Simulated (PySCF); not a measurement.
# H9HgN3 (Hg(NH3)32+): the cost of one run

Program: PySCF 2.14.0. Level of theory: PBE, Hg def2-SVP with ECP60, N def2-SVP, H def2-SVP; scalar-relativistic core potentials, no spin–orbit coupling. These are calculated values, not measurements.

2 further runs of the same task are left out: 1 for a known fault of the program, 1 that didn't finish. Runs told in other sessions of the task aren't counted.

### 1 Where the work starts

13 atoms, charge 2, spin multiplicity 1.

Bond lengths: Hg1–N2 2.283 Å, Hg1–N6 2.283 Å, Hg1–N10 2.283 Å, N2–H3 1.036 Å, N2–H4 1.036 Å, N2–H5 1.035 Å, N6–H7 1.036 Å, N6–H8 1.036 Å, N6–H9 1.035 Å, N10–H11 1.036 Å, N10–H12 1.036 Å, N10–H13 1.035 Å. Angles: N2–Hg1–N6 120.0°, N2–Hg1–N10 120.0°, N6–Hg1–N10 120.0°, Hg1–N2–H3 112.0°, Hg1–N2–H4 112.0°, Hg1–N2–H5 112.6°, H3–N2–H4 106.7°, H3–N2–H5 106.6°, H4–N2–H5 106.6°, Hg1–N6–H7 112.0°, Hg1–N6–H8 112.0°, Hg1–N6–H9 112.6°, H7–N6–H8 106.7°, H7–N6–H9 106.6°, H8–N6–H9 106.6°, Hg1–N10–H11 112.0°, Hg1–N10–H12 112.0°, Hg1–N10–H13 112.6° and more.

Geometry (Å):

```xyz
13

Hg    0.0000    0.0000    0.0000
N     2.2827    0.0024    0.0000
H     2.6707   -0.4788    0.8310
H     2.6707   -0.4788   -0.8310
H     2.6787    0.9587    0.0000
N    -1.1434    1.9756    0.0000
H    -0.9207    2.5523    0.8310
H    -0.9207    2.5523   -0.8310
H    -2.1696    1.8405    0.0000
N    -1.1392   -1.9781    0.0000
H    -1.7500   -2.0734    0.8310
H    -1.7500   -2.0734   -0.8310
H    -0.5091   -2.7992    0.0000
```

Formal oxidation states: Hg +2. An earlier session relaxed this geometry at PBE, Hg def2-SVP with ECP60, N def2-SVP, H def2-SVP (singlet, point group C3h).

Its energy there is -322.268303 Eh.

### 2 Atoms moved at random, σ = 0.03 Å

run.py (the lines that set the calculation)

```python
mol = gto.M(atom='''
Hg    -0.02018     0.00082    -0.00572
N      2.29510    -0.03392    -0.00084
H      2.63877    -0.48347     0.84296
H      2.66391    -0.44426    -0.89416
H      2.64762     0.97139     0.00470
N     -1.14692     1.99091     0.02813
H     -0.96747     2.62138     0.83621
H     -0.85996     2.51500    -0.81096
H     -2.17674     1.78299     0.03546
N     -1.08083    -1.96410    -0.04733
H     -1.76199    -2.04008     0.84759
H     -1.74438    -2.12381    -0.84801
H     -0.48695    -2.79283     0.01197''',
    basis={'Hg': 'def2-SVP', 'N': 'def2-SVP', 'H': 'def2-SVP'},
    ecp={'Hg': 'def2-SVP'},
    charge=2, spin=0)
mf = dft.RKS(mol, xc='PBE')
mf.grids.atom_grid = (50, 194)
mf = mf.density_fit()  # fitting sets: Hg def2-universal-JKFIT, N def2-universal-JKFIT, H def2-universal-JKFIT
mf.conv_tol = 1e-08; mf.max_cycle = 55
mf.kernel(dm0)  # dm0: the density of the relaxed state
```

Started as:

```
OMP_NUM_THREADS=2 python run.py
```

**Question.** How long does this run take on 2 threads of Arm Neoverse V1, shared host?

About 5.3 s.
